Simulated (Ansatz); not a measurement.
**HfCl₂O₂ (singlet): the correlation ladder, def2-SVP**

Aim: climb from Hartree-Fock through coupled cluster and multireference methods for HfCl₂O₂ (singlet) at one geometry and basis, and see what each rung misses.

Computed with Ansatz 0.2.0, Gaussian basis. Level: def2-SVP, core rule «outside noble gas», up to 16 orbitals frozen.

The runs, in order: UHF; CCSD(T) on RHF; CCSDT(Q) on RHF; CASSCF and NEVPT2, 8 electrons in 8 orbitals.

## 1. The geometry

The geometry is a PBE0/def2-TZVP stationary point (not a proven minimum). No spin-orbit coupling is included. Elements past krypton take def2 core potentials.

5 atoms, charge 0, spin multiplicity 1.

Atoms are counted from 1 here; the program's logs count them from 0.

Bond lengths: Hf1–O2 1.914 Å, Hf1–O3 1.914 Å, Hf1–Cl4 2.358 Å, Hf1–Cl5 2.358 Å, O2–O3 1.486 Å. Angles: O2–Hf1–O3 45.7°, O2–Hf1–Cl4 117.8°, O2–Hf1–Cl5 117.8°, O3–Hf1–Cl4 117.8°, O3–Hf1–Cl5 117.8°, Cl4–Hf1–Cl5 119.3°, Hf1–O2–O3 67.2°, Hf1–O3–O2 67.2°.

## 2. UHF

The input, in.yaml:

```yaml
crystal:
  periodic: [false, false, false]
  atoms:
    - {symbol: Hf, position_ang: [0.000000, 0.099698, 0.000000]}
    - {symbol: O, position_ang: [-0.742886, 1.863198, 0.000000]}
    - {symbol: O, position_ang: [0.742886, 1.863198, 0.000000]}
    - {symbol: Cl, position_ang: [0.000000, -1.091802, -2.034912]}
    - {symbol: Cl, position_ang: [0.000000, -1.091802, 2.034912]}
basis:
  gaussian: {orbitals: def2-SVP}
magnetization: {spin_polarized: true, initial_magnetization: 0}
hamiltonian: {xc: hf}
output: {orbitals: {seedname: orbitals}}
```

Started as:

```
ansatz run in.yaml --threads 1 --pin off --events-out ev --progress --plain --max-ram 4096MiB --backend cpu
```

After this run come: CCSD(T) on RHF; CCSDT(Q) on RHF; CASSCF and NEVPT2, 8 electrons in 8 orbitals.

Before running them: what should the planned runs give, taken together? Wanted: RCCSDT(Q) below the RHF energy; RMP2 from RCCSDT(Q); RCCSD from RCCSDT(Q); RCCSD(T) from RCCSDT(Q); T1 diagnostic.

As calculated:

| quantity | value |
| --- | --- |
| RCCSDT(Q) below the RHF energy | -21.3296 eV |
| RMP2 from RCCSDT(Q) | +117.4 kJ/mol |
| RCCSD from RCCSDT(Q) | +79.3 kJ/mol |
| RCCSD(T) from RCCSDT(Q) | +10.2 kJ/mol |
| levels within 1 kcal/mol (43 meV) | none |
| T1 diagnostic | 0.023 |

RCCSD(T) lands +10.2 kJ/mol from the yardstick (0.5 % of the correlation energy). These misses are within one basis, not against nature.
